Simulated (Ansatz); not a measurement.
# Al3SiSe: the cost of one run

Computed with Ansatz 0.2.0 (DFT PBE, scalar-relativistic, plane waves, PAW, unless a step's input says otherwise).

1 further run of the same task is left out (set aside as unsound or not needed). Runs told in other sessions of the task aren't counted.

**1. The starting structure**

The structure is trigonal, space group P3m1 (No. 156). Conventional cell: a = 3.602 Å, b = 3.602 Å, c = 9.034 Å, α = 90.00°, β = 90.00°, γ = 120.00°. Al (site symmetry 3m) has 3 Se at 2.65 Å and 3 Al at 2.71 Å in its first shell of neighbours. Al (site symmetry 3m) is surrounded by 3 Si at 2.49 Å and 3 Se at 2.79 Å. Al (site symmetry 3m) is surrounded by 1 Si at 2.42 Å and 3 Al at 2.71 Å. Around Si (site symmetry 3m) lie 4 Al at 2.42 to 2.49 Å. Se (site symmetry 3m) has 6 Al at 2.65 to 2.79 Å in its first shell of neighbours.

Coordinates:

```cif
data_structure
_symmetry_space_group_name_H-M 'P3m1'
_symmetry_Int_Tables_number 156
_cell_length_a 3.6020
_cell_length_b 3.6020
_cell_length_c 9.0336
_cell_angle_alpha 90.000
_cell_angle_beta 90.000
_cell_angle_gamma 120.000
_cell_volume 101.50
loop_
_atom_site_label
_atom_site_type_symbol
_atom_site_symmetry_multiplicity
_atom_site_Wyckoff_symbol
_atom_site_fract_x
_atom_site_fract_y
_atom_site_fract_z
_atom_site_occupancy
Al1 Al 1 a 0.00000 0.00000 0.96595 1
Al2 Al 1 a 0.00000 0.00000 0.35302 1
Al3 Al 1 b 0.33333 0.66667 0.77333 1
Si1 Si 1 b 0.33333 0.66667 0.50490 1
Se1 Se 1 c 0.66667 0.33333 0.14784 1
```

It is the end of an earlier relaxation with the same method, from a generated guess; it is a trial structure. At a tolerance of 0.05 Å it has space group P3m1 (No. 156); it has 20.30 Å³/atom, an uncorrected energy of +0.08 eV/atom over the elements.

**2. Bands, states and charges**

File input.yaml:

```yaml
crystal:
  lattice:
    - [3.6019804266, 0.0, 0.0]
    - [-1.8009902133, 3.1194065534, 0.0]
    - [0.0, 0.0, 9.0336231705]
  atoms:
    - { symbol: Al, position: [0.0, 0.0, 0.9659520422] }
    - { symbol: Al, position: [0.0, 0.0, 0.3530204152] }
    - { symbol: Al, position: [0.3333333333, 0.6666666667, 0.7733298026] }
    - { symbol: Si, position: [0.3333333333, 0.6666666667, 0.5048968261] }
    - { symbol: Se, position: [0.6666666667, 0.3333333333, 0.1478370739] }
basis:
  ecutwfc: 420
kpoints:
  mp_grid: { grid: [12, 12, 4] }
  band_path:
    path:
      - [[0.0, 0.0, 0.0], [0.5, 0.0, 0.0], [0.33333333, 0.33333333, 0.0], [0.0, 0.0, 0.0], [0.0, 0.0, 0.5], [0.5, 0.0, 0.5], [0.33333333, 0.33333333, 0.5], [0.0, 0.0, 0.5]]
      - [[0.5, 0.0, 0.5], [0.5, 0.0, 0.0]]
      - [[0.33333333, 0.33333333, 0.5], [0.33333333, 0.33333333, 0.0]]
    npoints: 14
hamiltonian:
  xc: pbe
scf:
  occupations: { method: gaussian, width: 0.1 }
  n_extra_bands: 12
output:
  forces: true
  stress: true
  eigenvalues: true
  populations: true
  dos: { projected: true, de: 0.02, nscf_kmesh: { grid: [15, 15, 5] } }
  bader: true
  write_density: true
  write_potential: true
  elf: true
  volumetric_format: npy
```

On the command line:

```sh
$ ansatz run input.yaml --threads 1 --pin off --max-ram 2560MiB --backend cpu --events-out ev --progress --plain --runs-dir out
```

**Question.** How long does this run take on 1 thread of Intel Xeon at 2.50GHz (Skylake/Cascade Lake), shared host, and how much memory does it need?

About 3.6 min, with a peak of 0.53 GiB.
